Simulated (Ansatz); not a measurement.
# C2H7BN: the cost of one run

All numbers below are computed with Ansatz 0.2.0 (UKS BLYP/STO-3G).

### Step 1. Starting point

Bond lengths: B1–C2 1.392 Å, C2–C3 1.514 Å, C2–N4 1.479 Å, B1–H5 1.143 Å, C3–H6 1.086 Å, C3–H7 1.090 Å, C3–H8 1.090 Å, N4–H9 1.026 Å, N4–H10 1.032 Å, N4–H11 1.032 Å. Angles (14 of 16 angles, heavy atoms first): B1–C2–C3 116.1°, B1–C2–N4 132.5°, C3–C2–N4 111.4°, C2–B1–H5 171.7°, C2–C3–H6 110.5°, C2–C3–H7 110.7°, C2–C3–H8 110.6°, C2–N4–H9 111.2°, C2–N4–H10 110.1°, C2–N4–H11 109.9°, H6–C3–H7 107.7°, H6–C3–H8 107.8°, H7–C3–H8 109.5°, H9–N4–H10 109.0°.

As a file:

```xyz
11

B    -1.5404    0.8051    0.2736
C    -0.3570    0.1437   -0.0430
C     0.6891    0.0913    1.0500
N     0.1082   -0.5389   -1.2695
H    -2.4432    1.3752    0.6819
H     0.3348    0.6008    1.9408
H     1.6063    0.5844    0.7282
H     0.9083   -0.9411    1.3227
H    -0.6157   -0.5274   -1.9971
H     0.9556   -0.0756   -1.6324
H     0.3539   -1.5176   -1.0551
```

### Step 2. Preparing the start

input.yaml

```yaml
crystal:
  periodic: [false, false, false]
  atoms:
    - { symbol: B, position_ang: [-1.54035, 0.80514, 0.2736] }
    - { symbol: C, position_ang: [-0.357, 0.14374, -0.04302] }
    - { symbol: C, position_ang: [0.68907, 0.09129, 1.04999] }
    - { symbol: "N", position_ang: [0.10823, -0.53889, -1.2695] }
    - { symbol: H, position_ang: [-2.44323, 1.37521, 0.68193] }
    - { symbol: H, position_ang: [0.33485, 0.60081, 1.94077] }
    - { symbol: H, position_ang: [1.60627, 0.58441, 0.72821] }
    - { symbol: H, position_ang: [0.90832, -0.94114, 1.32267] }
    - { symbol: H, position_ang: [-0.61565, -0.52742, -1.99712] }
    - { symbol: H, position_ang: [0.95555, -0.07555, -1.63243] }
    - { symbol: H, position_ang: [0.35394, -1.5176, -1.05509] }
total_charge: 1
magnetization:
  spin_polarized: true
basis:
  gaussian: { orbitals: STO-3G }
hamiltonian:
  xc: blyp
relax:
  f_tol: 0.02
  max_steps: 40
```

Run with:

```
$ ansatz run input.yaml --threads 1 --pin off --max-ram 2048MiB --backend cpu --events-out ev --progress --plain --runs-dir out
```

Q: Estimate wall time and peak memory on 1 thread of Arm Neoverse V2, shared host.

About 17 s, with a peak of 0.13 GiB.
